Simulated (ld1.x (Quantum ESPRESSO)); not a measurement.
# Pseudopotential generation for tin: PAW, PBEsol

Do these settings give a usable potential? It is generated, then checked for transferability, scattering, ghosts and hardness.

The numbers are computed with ld1.x (Quantum ESPRESSO) 7.5 (PBEsol, scalar-relativistic, spin-unpolarised reference atom).

**1. The design**

The settings as typed:

```
element                 : tin (Sn, Z = 50)
type                    : PAW
frozen core             : [Ar] 3d10
valence charge          : 22
reference configuration : 4s2 4p6 4d10 5s2 5p1.5 (charge +0.5)
partial waves           : 4s (bound): rcut 1.05, rcutus 1.25 bohr; 5s (bound): rcut 1.05, rcutus 1.25 bohr; 4p (bound): rcut 1.50, rcutus 1.80 bohr; 5p (bound): rcut 1.50, rcutus 1.80 bohr; 4d (bound): rcut 0.95, rcutus 1.20 bohr; 4d channel at -1.65 Ry: rcut 0.95, rcutus 1.20 bohr
local potential         : all-electron potential smoothed inside 1.00 bohr (lloc = -2)
core correction         : Bessel-smoothed model core inside 0.75 bohr
augmentation charge     : PSQ, radius 0.85 bohr
```

The nodes and maxima of the atom's own shells, from an earlier all-electron run, set the scale for the radii.

All-electron outer shells of the reference configuration (PBEsol, scalar-relativistic, ld1.x):

| shell | level (eV) | outermost node (bohr) | outermost maximum (bohr) |
| --- | --- | --- | --- |
| 3p | -702.28 | 0.14 | 0.30 |
| 3d | -477.18 | – | 0.25 |
| 4s | -137.54 | 0.40 | 0.74 |
| 4p | -93.36 | 0.41 | 0.79 |
| 4d | -29.58 | 0.39 | 0.88 |
| 5s | -14.08 | 0.98 | 1.99 |
| 5p | -6.85 | 1.09 | 2.49 |

**2. Generation**

Sn.in

```
 &input
   title='Sn', zed=50., rel=1, dft='PBESOL', iswitch=3,
   config='[Kr] 4d10 5s2 5p1.5',
   nld=3, rlderiv=1.95, eminld=-12.0, emaxld=5.0, deld=0.04
 /
 &inputp
   pseudotype=3, lpaw=.true., tm=.true., lloc=-2, rcloc=1.00,
   nlcc=.true., new_core_ps=.true., rcore=0.75,
   which_augfun='PSQ', rmatch_augfun=0.85,
   file_pseudopw='Sn.UPF', file_wfcaegen='ae.wfc', file_wfcncgen='nc.wfc', file_beta='beta', file_chi='chi', file_wfcusgen='us.wfc'
 /
6
4S  1  0   2.00   0.00  1.05  1.25  0.0
5S  2  0   2.00   0.00  1.05  1.25  0.0
4P  2  1   6.00   0.00  1.50  1.80  0.0
5P  3  1   1.50   0.00  1.50  1.80  0.0
4D  3  2  10.00   0.00  0.95  1.20  0.0
4D  3  2   0.00  -1.65  0.95  1.20  0.0
 &test
   configts(1)='4s2 4p6 4d10 5s2 5p1.5'
 /
```

Launch:

```
$ ld1.x < Sn.in > Sn.out
```

Output in Sn.out (without the banner and most projector matrices):

```text
     Program LD1 v.7.5
     --------------------------- All-electron run ----------------------------

     Sn
     scalar relativistic calculation

     atomic number is 50.00
     dft =PBESOL   lsd =0 sic =0 latt =0  beta=0.20 tr2=1.0E-14
     Exchange-correlation= PBESOL
                           (   1   4  10   8   0   0   0)
     mesh =1243 r(mesh) = 100.78374 a.u. xmin = -7.00 dx = 0.01250
     1 Ry =  13.60569312 eV, c = 137.03599908

     n l     nl                  e(Ry)          e(Ha)          e(eV)
     1 0     1S 1( 2.00)     -2131.6673     -1065.8336    -29002.8111
     2 0     2S 1( 2.00)      -322.0606      -161.0303     -4381.8572
     2 1     2P 1( 6.00)      -289.1918      -144.5959     -3934.6546
     3 0     3S 1( 2.00)       -62.3556       -31.1778      -848.3916
     3 1     3P 1( 6.00)       -51.6164       -25.8082      -702.2774
     4 0     4S 1( 2.00)       -10.1087        -5.0544      -137.5363
     4 1     4P 1( 6.00)        -6.8616        -3.4308       -93.3563
     3 2     3D 1(10.00)       -35.0724       -17.5362      -477.1846
     4 2     4D 1(10.00)        -2.1738        -1.0869       -29.5765
     5 0     5S 1( 2.00)        -1.0352        -0.5176       -14.0848
     5 1     5P 1( 1.50)        -0.5036        -0.2518        -6.8514

     final scf error:  9.6E-15 reached in  25 iterations

     Etot =  -12348.715617 Ry,   -6174.357808 Ha, -168012.835147 eV

     Ekin =   12892.257270 Ry,    6446.128635 Ha,  175408.096074 eV
     Encl =  -29854.110539 Ry,  -14927.055269 Ha, -406185.866451 eV
     Eh   =    4936.920678 Ry,    2468.460339 Ha,   67170.227713 eV
     Exc  =    -323.783026 Ry,    -161.891513 Ha,   -4405.292484 eV

     normalization and overlap integrals

     s(1S/1S) =  1.000000  <r> =   0.0291  <r2> =    0.0011  r(max) =   0.0188
     s(2S/2S) =  1.000000  <r> =   0.1256  <r2> =    0.0186  r(max) =   0.1068
     s(2P/2P) =  1.000000  <r> =   0.1096  <r2> =    0.0147  r(max) =   0.0853
     s(3S/3S) =  1.000000  <r> =   0.3396  <r2> =    0.1318  r(max) =   0.3090
     s(3P/3P) =  1.000000  <r> =   0.3379  <r2> =    0.1325  r(max) =   0.3013
     s(4S/4S) =  1.000000  <r> =   0.8186  <r2> =    0.7584  r(max) =   0.7412
     s(4P/4P) =  1.000000  <r> =   0.8859  <r2> =    0.8974  r(max) =   0.7890
     s(3D/3D) =  1.000000  <r> =   0.3147  <r2> =    0.1176  r(max) =   0.2498
     s(4D/4D) =  1.000000  <r> =   1.0989  <r2> =    1.4372  r(max) =   0.8829
     s(5S/5S) =  1.000000  <r> =   2.3481  <r2> =    6.2732  r(max) =   1.9897
     s(5P/5P) =  1.000000  <r> =   3.0352  <r2> =   10.6380  r(max) =   2.4917

     ------------------------ End of All-electron run ------------------------

     --------------------- Generating PAW atomic setup --------------------

      Generating local potential from pseudized AE potential:
      Matching radius rcloc =   1.0000
      Enforcing V''(0)=0 (lloc=-2)

      Local pseudo, rcloc= 0.988 Estimated cut-off energy=    32.25 Ry

      Computing core charge for nlcc:

       r > 0.75 : true rho core
      Core charge pseudized with two Bessel functions
      Integrated core pseudo-charge :   5.83
      Wfc-us  4S rcutus= 1.237  Estimated cut-off energy=    35.46 Ry
      Wfc-us  5S rcutus= 1.237  Estimated cut-off energy=    70.30 Ry
      Wfc-us  4P rcutus= 1.800  Estimated cut-off energy=    27.62 Ry
      Wfc-us  5P rcutus= 1.800  Estimated cut-off energy=    21.25 Ry
      Wfc-us  4D rcutus= 1.207  Estimated cut-off energy=    79.20 Ry
      Wfc-us  4D rcutus= 1.207  Estimated cut-off energy=    80.91 Ry

     Required augmentation: PSQ   radius:    0.850000

     Q pseudized with Bessel functions
     Expected ecutrho=     645.0016 due to l1=  2   l2=  2

     Estimated PAW energy = -708.066783 Ryd

     The PAW screened D coefficients
    19.46943     7.66558     0.00000     0.00000     0.00000     0.00000
     7.66558     2.94310     0.00000     0.00000     0.00000     0.00000
     0.00000     0.00000    -3.74275    -0.89717     0.00000     0.00000
     0.00000     0.00000    -0.89717     0.18817     0.00000     0.00000
     0.00000     0.00000     0.00000     0.00000    -0.38674    -0.24514
     0.00000     0.00000     0.00000     0.00000    -0.24514    -0.15453

     The PAW descreened D coefficients (US)
    -0.54832    -1.10036     0.00000     0.00000     0.00000     0.00000
    -1.10036    -0.95152     0.00000     0.00000     0.00000     0.00000
     0.00000     0.00000     6.19638     2.27033     0.00000     0.00000
     0.00000     0.00000     2.27033     0.76198     0.00000     0.00000
     0.00000     0.00000     0.00000     0.00000     0.71504    -0.32355
     0.00000     0.00000     0.00000     0.00000    -0.32355     0.15144

     ------------------- End of pseudopotential generation -------------------

     [... the all-electron block is printed once more ...]


     Computing logarithmic derivative in   1.95277
     Computing logarithmic derivative in   1.95277
     Computing the partial wave expansion
     R is outside the sphere for l=    0 j= 0.00
     R is outside the sphere for l=    0 j= 0.00
     R is outside the sphere for l=    1 j= 0.00
     R is outside the sphere for l=    1 j= 0.00
     R is outside the sphere for l=    2 j= 0.00
     R is outside the sphere for l=    2 j= 0.00

     ---------------------- Testing the pseudopotential ----------------------

     Sn
     scalar relativistic calculation

     atomic number is 50.00   valence charge is 22.00
     dft = SLA  PW   PSX  PSC   lsd =0 sic =0 latt =0  beta=0.20 tr2=1.0E-14
     mesh =1243 r(mesh) = 100.78374 xmin = -7.00 dx = 0.01250

     n l     nl             e AE (Ry)        e PS (Ry)    De AE-PS (Ry)
     1 0     4S   1( 2.00)      -10.10873      -10.10856       -0.00017
     2 1     4P   1( 6.00)       -6.86156       -6.86141       -0.00014
     3 2     4D   1(10.00)       -2.17383       -2.17374       -0.00010
     2 0     5S   1( 2.00)       -1.03521       -1.03517       -0.00004
     3 1     5P   1( 1.50)       -0.50357       -0.50355       -0.00002

     eps = 5.1E-15  iter = 15

     Etot =  -12348.715617 Ry,   -6174.357808 Ha, -168012.835147 eV
     Etotps =  -708.066911 Ry,    -354.033456 Ha,   -9633.741104 eV

     Ekin =     560.454508 Ry,     280.227254 Ha,    7625.372041 eV
     Encl =   -1299.057705 Ry,    -649.528853 Ha,  -17674.580488 eV
     Ehrt =     354.319756 Ry,     177.159878 Ha,    4820.765863 eV
     Ecxc =    -323.783469 Ry,    -161.891735 Ha,   -4405.298519 eV
     (Ecc =     -17.562510 Ry,      -8.781255 Ha,    -238.950122 eV)

     ---------------------- End of pseudopotential test ----------------------
```

Wall time 1.7 s (1 thread of Neoverse-V1, shared host). This counts the later configuration tests of the new file too.

Partial waves on a coarse radial grid (AE all-electron, PS pseudo):

```tsv
r (bohr)	4s AE	4s PS	5s AE	5s PS
0.090	0.4747	0.3977	-0.1536	-0.2057
0.180	-0.3708	0.7675	0.1244	-0.3880
0.270	-0.7243	1.0846	0.2279	-0.5271
0.360	-0.3044	1.3299	0.0725	-0.6104
0.450	0.3387	1.4919	-0.1444	-0.6334
0.540	0.8658	1.5675	-0.2999	-0.5996
0.630	1.1782	1.5624	-0.3594	-0.5189
0.720	1.2941	1.4888	-0.3329	-0.4047
0.810	1.2716	1.3642	-0.2462	-0.2709
0.900	1.1669	1.2082	-0.1253	-0.1294
0.990	1.0237	1.0397	0.0094	0.0111
1.080	0.8702	0.8745	0.1438	0.1451
1.170	0.7230	0.7234	0.2690	0.2692
1.260	0.5906	0.5906	0.3803	0.3803
1.350	0.4761	0.4761	0.4757	0.4757
1.440	0.3799	0.3799	0.5545	0.5545
1.530	0.3007	0.3007	0.6175	0.6175
1.620	0.2366	0.2366	0.6659	0.6659
1.710	0.1851	0.1851	0.7012	0.7012
1.800	0.1442	0.1442	0.7249	0.7249
1.890	0.1119	0.1119	0.7387	0.7387
1.980	0.0866	0.0866	0.7438	0.7438
2.070	0.0669	0.0669	0.7419	0.7419
2.160	0.0515	0.0515	0.7340	0.7340
2.250	0.0396	0.0396	0.7211	0.7211
2.340	0.0304	0.0304	0.7043	0.7043
```

**3. Transferability test**

Sn.test.in

```
 &input
   title='Sn', zed=50., rel=1, dft='PBESOL', iswitch=2,
   config='[Kr] 4d10 5s2 5p1.5'
 /
 &test
   file_pseudo='Sn.UPF', nconf=8,
   configts(1)='4s2 4p6 4d10 5s2 5p1.5',
   configts(2)='4s2 4p6 4d10 5s2 5p2',
   configts(3)='4s2 4p6 4d10 5s2 5p1',
   configts(4)='4s2 4p6 4d10 5s2 5p0',
   configts(5)='4s2 4p6 4d10 5s1 5p0',
   configts(6)='4s2 4p6 4d10 5s1 5p2',
   configts(7)='4s2 4p6 4d10 5s1 5p3',
   configts(8)='4s2 4p6 4d9 5s2 5p2'
 /
```

Launch:

```
$ ld1.x < Sn.test.in > Sn.test.out
```

Sn.test.out, the pseudopotential blocks:

```text
     ---------------------- Testing the pseudopotential ----------------------

     Sn
     scalar relativistic calculation

     atomic number is 50.00   valence charge is 22.00
     dft =SLA  PW   PSX  PSC   lsd =0 sic =0 latt =0  beta=0.20 tr2=1.0E-14
     mesh =1243 r(mesh) = 100.78374 xmin = -7.00 dx = 0.01250

     n l     nl             e AE (Ry)        e PS (Ry)    De AE-PS (Ry)
     1 0     4S   1( 2.00)      -10.10873      -10.10856       -0.00017
     2 1     4P   1( 6.00)       -6.86156       -6.86141       -0.00014
     3 2     4D   1(10.00)       -2.17383       -2.17374       -0.00009
     2 0     5S   1( 2.00)       -1.03521       -1.03517       -0.00004
     3 1     5P   1( 1.50)       -0.50357       -0.50355       -0.00002

     eps = 4.6E-15  iter = 15

     Etot =  -12348.715617 Ry,   -6174.357808 Ha, -168012.835147 eV
     Etotps =  -708.066912 Ry,    -354.033456 Ha,   -9633.741112 eV

     Ekin =     560.454506 Ry,     280.227253 Ha,    7625.372011 eV
     Encl =   -1299.057704 Ry,    -649.528852 Ha,  -17674.580467 eV
     Ehrt =     354.319756 Ry,     177.159878 Ha,    4820.765863 eV
     Ecxc =    -323.783469 Ry,    -161.891735 Ha,   -4405.298519 eV
     (Ecc =     -17.562510 Ry,      -8.781255 Ha,    -238.950122 eV)

     ---------------------- End of pseudopotential test ----------------------

     ---------------------- Testing the pseudopotential ----------------------

     Sn
     [...]
     n l     nl             e AE (Ry)        e PS (Ry)    De AE-PS (Ry)
     1 0     4S   1( 2.00)       -9.83001       -9.82981       -0.00020
     2 1     4P   1( 6.00)       -6.58282       -6.58265       -0.00017
     3 2     4D   1(10.00)       -1.89569       -1.89559       -0.00010
     2 0     5S   1( 2.00)       -0.77871       -0.77870       -0.00002
     3 1     5P   1( 2.00)       -0.27257       -0.27257       -0.00000

     eps = 7.1E-15  iter = 16

     Etot =  -12348.908598 Ry,   -6174.454299 Ha, -168015.460794 eV
     Etotps =  -708.259938 Ry,    -354.129969 Ha,   -9636.367365 eV
     dEtot_ae =      -0.192982 Ry
     dEtot_ps =      -0.193026 Ry,   Delta E=       0.000045 Ry

     [...]
     ---------------------- End of pseudopotential test ----------------------

     ---------------------- Testing the pseudopotential ----------------------

     Sn
     [...]
     n l     nl             e AE (Ry)        e PS (Ry)    De AE-PS (Ry)
     1 0     4S   1( 2.00)      -10.41914      -10.41920        0.00006
     2 1     4P   1( 6.00)       -7.17195       -7.17199        0.00004
     3 2     4D   1(10.00)       -2.48306       -2.48308        0.00003
     2 0     5S   1( 2.00)       -1.31446       -1.31440       -0.00005
     3 1     5P   1( 1.00)       -0.75583       -0.75581       -0.00003

     eps = 5.3E-16  iter = 16

     Etot =  -12348.401615 Ry,   -6174.200807 Ha, -168008.562931 eV
     Etotps =  -707.752846 Ry,    -353.876423 Ha,   -9629.468036 eV
     dEtot_ae =       0.314002 Ry
     dEtot_ps =       0.314065 Ry,   Delta E=      -0.000063 Ry

     [...]
     ---------------------- End of pseudopotential test ----------------------

     ---------------------- Testing the pseudopotential ----------------------

     Sn
     [...]
     n l     nl             e AE (Ry)        e PS (Ry)    De AE-PS (Ry)
     1 0     4S   1( 2.00)      -11.11619      -11.11763        0.00144
     2 1     4P   1( 6.00)       -7.86875       -7.86998        0.00123
     3 2     4D   1(10.00)       -3.17543       -3.17633        0.00090
     2 0     5S   1( 2.00)       -1.92269       -1.92273        0.00003
     3 1     5P   1( 0.00)       -1.30750       -1.30755        0.00006

     eps = 2.2E-15  iter = 19

     Etot =  -12347.374720 Ry,   -6173.687360 Ha, -167994.591314 eV
     Etotps =  -706.725690 Ry,    -353.362845 Ha,   -9615.492865 eV
     dEtot_ae =       1.340897 Ry
     dEtot_ps =       1.341221 Ry,   Delta E=      -0.000324 Ry

     [...]
     ---------------------- End of pseudopotential test ----------------------
```

4 tests gave no usable energy difference (4s2 4p6 4d10 5s1 5p0; 4s2 4p6 4d10 5s1 5p2; 4s2 4p6 4d10 5s1 5p3; 4s2 4p6 4d9 5s2 5p2); the test run stopped with "negative rho".

Energies count from the reference configuration 4s2 4p6 4d10 5s2 5p1.5; the error is all-electron less pseudo.

| valence configuration | charge | ΔE all-electron (eV) | error AE − PS (meV) |
| --- | --- | --- | --- |
| 4s2 4p6 4d10 5s2 5p2 | 0 | -2.626 | +0.6 |
| 4s2 4p6 4d10 5s2 5p1 | +1 | 4.272 | -0.9 |
| 4s2 4p6 4d10 5s2 5p0 | +2 | 18.244 | -4.4 |

**4. Does it scatter like the atom?**

Taken from the files of the generation run. The phase is arctan(r·u′/u) with u = r·R, unwrapped, with energies in Ry. A pole is an energy at which the radial function vanishes at the test radius. The pseudo phase is shifted by a multiple of π to meet the all-electron one at the reference energy. Levels narrower than the energy grid can be missing from the poles. The last column is the largest difference on the grid between −1 and +1 Ry.

| channel | radius (bohr) | reference (Ry) | poles AE | poles PS | window around the reference with phases within 0.05 rad (Ry) | largest difference near zero (rad) |
| --- | --- | --- | --- | --- | --- | --- |
| s | 1.95 | -1.04 | -10.05, 3.99 | -10.05, 3.86 | the whole range | 0.002 |
| p | 1.95 | -0.50 | -6.74 | -6.74 | the whole range | 0.014 |
| d | 1.95 | -2.17 | -1.70 | -1.70 | the whole range | 0.001 |

Phases (rad) along the scan:

```tsv
E (Ry)	p AE	p PS	d AE	d PS
-12.00	1.407	1.407	1.418	1.418
-11.52	1.403	1.402	1.414	1.414
-11.04	1.397	1.397	1.411	1.411
-10.56	1.392	1.391	1.407	1.407
-10.08	1.385	1.385	1.402	1.402
-9.60	1.378	1.377	1.398	1.398
-9.12	1.368	1.367	1.392	1.392
-8.64	1.356	1.355	1.387	1.387
-8.16	1.337	1.336	1.380	1.380
-7.68	1.301	1.300	1.373	1.373
-7.20	1.144	1.142	1.365	1.365
-6.72	-1.585	-1.585	1.356	1.356
-6.24	-1.723	-1.724	1.345	1.345
-5.76	-1.761	-1.762	1.332	1.332
-5.28	-1.785	-1.786	1.316	1.316
-4.80	-1.806	-1.807	1.295	1.295
-4.32	-1.827	-1.828	1.267	1.266
-3.84	-1.850	-1.851	1.222	1.222
-3.36	-1.876	-1.877	1.140	1.140
-2.88	-1.908	-1.909	0.912	0.912
-2.40	-1.948	-1.949	-0.481	-0.481
-1.92	-2.001	-2.002	-1.464	-1.464
-1.44	-2.075	-2.076	-1.645	-1.645
-0.96	-2.184	-2.185	-1.727	-1.727
-0.48	-2.359	-2.359	-1.783	-1.784
0.00	-2.656	-2.658	-1.834	-1.834
0.48	-3.135	-3.142	-1.887	-1.887
0.96	-3.670	-3.684	-1.950	-1.951
1.44	-4.043	-4.060	-2.035	-2.036
1.92	-4.262	-4.279	-2.157	-2.159
2.40	-4.395	-4.412	-2.354	-2.358
2.88	-4.482	-4.500	-2.693	-2.702
3.36	-4.543	-4.563	-3.222	-3.234
3.84	-4.590	-4.611	-3.750	-3.759
4.32	-4.626	-4.650	-4.087	-4.093
4.80	-4.655	-4.682	-4.282	-4.285
```

**5. Cutoff and ghost test in a Bessel basis**

This step uses the generator's waves and projectors in a separate script. Basis: spherical Bessel functions vanishing at 20 bohr, q² up to the cutoff; potential fixed at the reference.

All-electron valence levels (Ry): 4s -10.1087, 5s -1.0352, 4p -6.8616, 5p -0.5036, 4d -2.1738. The lowest levels of each channel (Ry) by cutoff; the last column sums, over occupied levels, occupation times the distance from the level at 400 Ry. A positive value at high cutoff is not a bound level.

```tsv
cutoff (Ry)	s #1	s #2	p #1	p #2	d #1	f #1	Σ f·Δε (mRy)
8	-8.5108	-0.7504	-2.9015	-0.3587	-0.2428	0.0291	47054.2
15	-9.6567	-0.9215	-6.6424	-0.5008	-0.5673	0.0291	18516.1
30	-10.0907	-1.0176	-6.8606	-0.5035	-1.5354	0.0291	6461.5
45	-10.1079	-1.0321	-6.8614	-0.5036	-2.0509	0.0291	1238.3
70	-10.1085	-1.0351	-6.8615	-0.5036	-2.1717	0.0291	22.8
100	-10.1086	-1.0352	-6.8616	-0.5036	-2.1731	0.0291	8.4
160	-10.1087	-1.0352	-6.8616	-0.5036	-2.1738	0.0291	1.2
180	-10.1087	-1.0352	-6.8616	-0.5036	-2.1738	0.0291	0.6
230	-10.1087	-1.0352	-6.8616	-0.5036	-2.1739	0.0291	0.3
400	-10.1087	-1.0352	-6.8616	-0.5036	-2.1739	0.0291	0.0
```

The sum stays within 10 mRy from 100 Ry and within 1 mRy from 180 Ry. The sum leaves out empty levels, which can need more. Ghost test: no level below the all-electron spectrum of its channel (s, p, d, f tested).

**6. Summary of results**

| quantity | value |
| --- | --- |
| cutoffs for 10 and 1 mRy, occupied levels | 100 Ry and 180 Ry |
| bound ghosts | none found |
| largest test error (AE − PS) | -4.4 meV, for 4s2 4p6 4d10 5s2 5p0 (4 tests unsolved) |
| largest phase difference near zero energy, channels read | 0.014 rad |
| lowest eigenvalue of the overlap (Bessel basis) | 0.245 (s) |
| density cutoff estimated by the generator | 645 Ry |

By total energies transferability is very good where solved: the largest error is 4.4 meV on 18.2 eV, for 4s2 4p6 4d10 5s2 5p0. The test run broke off, so later configurations gave nothing; the verdict rests on few tests. It counts as hard, with 100 Ry needed at the looser tolerance. The slowest occupied level is 4d: taken alone it needs 100 Ry to come within 1 mRy, against 55 Ry for 5s. No bound ghost shows below the valence levels. Near zero energy the phases of the channels with partial waves agree within 0.014 rad. All of this concerns the isolated atom, not yet a solid.
